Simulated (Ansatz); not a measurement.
Born–Oppenheimer molecular dynamics of a periodic cell of 24 atoms, CsHS (host CsHS, host structure I4/m). It starts from an unrelaxed structure (largest force component 0.07 eV/Å).

All numbers below come from DFT PBE-D3(BJ), scalar-relativistic, plane waves, PAW (Ansatz 0.2.0). Settings: cutoff 420 eV, k mesh 1x1x1, fermi-dirac smearing 0.05 eV, no spin polarisation.

```json
{"ensemble": "NVE (velocity Verlet)", "time step": "0.75 fs", "steps asked": "310", "starting velocities drawn for": "1800 K", "seed": "951358"}
```

First frame:

```xyz
24
Lattice="8.3099 0.0000 0.0000 0.0000 8.3099 0.0000 0.0000 0.0000 9.1629" Properties=species:S:1:pos:R:3
Cs 4.155 0.000 2.291
Cs 0.000 0.000 2.448
Cs 0.000 0.000 6.715
Cs 0.000 4.155 2.291
H 2.010 0.715 0.000
H 3.440 6.165 4.581
H 0.715 6.300 0.000
H 2.145 3.440 4.581
S 6.243 2.009 0.000
S 2.009 2.067 0.000
S 2.146 2.088 4.581
S 6.221 2.146 4.581
Cs 0.000 4.155 6.872
Cs 4.155 4.155 7.030
Cs 4.155 4.155 2.133
Cs 4.155 0.000 6.872
H 6.165 4.870 4.581
H 7.595 2.010 0.000
H 4.870 2.145 4.581
H 6.300 7.595 0.000
S 2.088 6.164 4.581
S 6.164 6.221 4.581
S 6.301 6.243 0.000
S 2.067 6.301 0.000
```

**Question.** What does the run give?

**Answer.** All steps were run.

```json
{
 "steps done": "310",
 "time covered": "232.5 fs",
 "mean temperature over the second half": "852 K",
 "spread of the potential energy over the second half": "8.4 meV per atom",
 "mean potential energy of the second half above the start": "117.9 meV per atom"
}
```

The conserved energy stayed within 0.88 meV per atom of its start (net change 0.27 meV per atom), so the integration is sound. The temperature averaged 0.47 of the 1800 K drawn at the start: a run that starts near a minimum puts about half its kinetic energy into the potential. A run of 0.23 ps of so small a system gives no equilibrium averages. Limits of this set-up: coarse k mesh.

**Question.** What happens to the structure?

**Answer.** Mean squared displacements from the first frame to the last, about the centre of mass: Cs 0.57 Å², H 2.20 Å², S 0.65 Å². Another seed would give other details.

**Question.** How do temperature and energy run in time?

**Answer.** 
| time (fs) | T (K) | potential energy less start (eV) | conserved less start (meV/atom) |
| --- | --- | --- | --- |
| 0.0 | 1800 | 0.000 | 0.00 |
| 18.8 | 1367 | 1.293 | 0.19 |
| 37.5 | 1243 | 1.663 | 0.24 |
| 56.2 | 959 | 2.508 | 0.36 |
| 75.0 | 761 | 3.105 | 0.63 |
| 93.8 | 916 | 2.637 | 0.40 |
| 112.5 | 929 | 2.602 | 0.48 |
| 131.2 | 804 | 2.981 | 0.88 |
| 150.0 | 836 | 2.878 | 0.56 |
| 168.8 | 804 | 2.969 | 0.35 |
| 187.5 | 831 | 2.888 | 0.35 |
| 206.2 | 962 | 2.499 | 0.29 |
| 225.0 | 931 | 2.586 | 0.15 |

Run time: 17 min on 1 thread of Arm Neoverse V1, with other jobs on the host, peak memory 0.57 GiB.
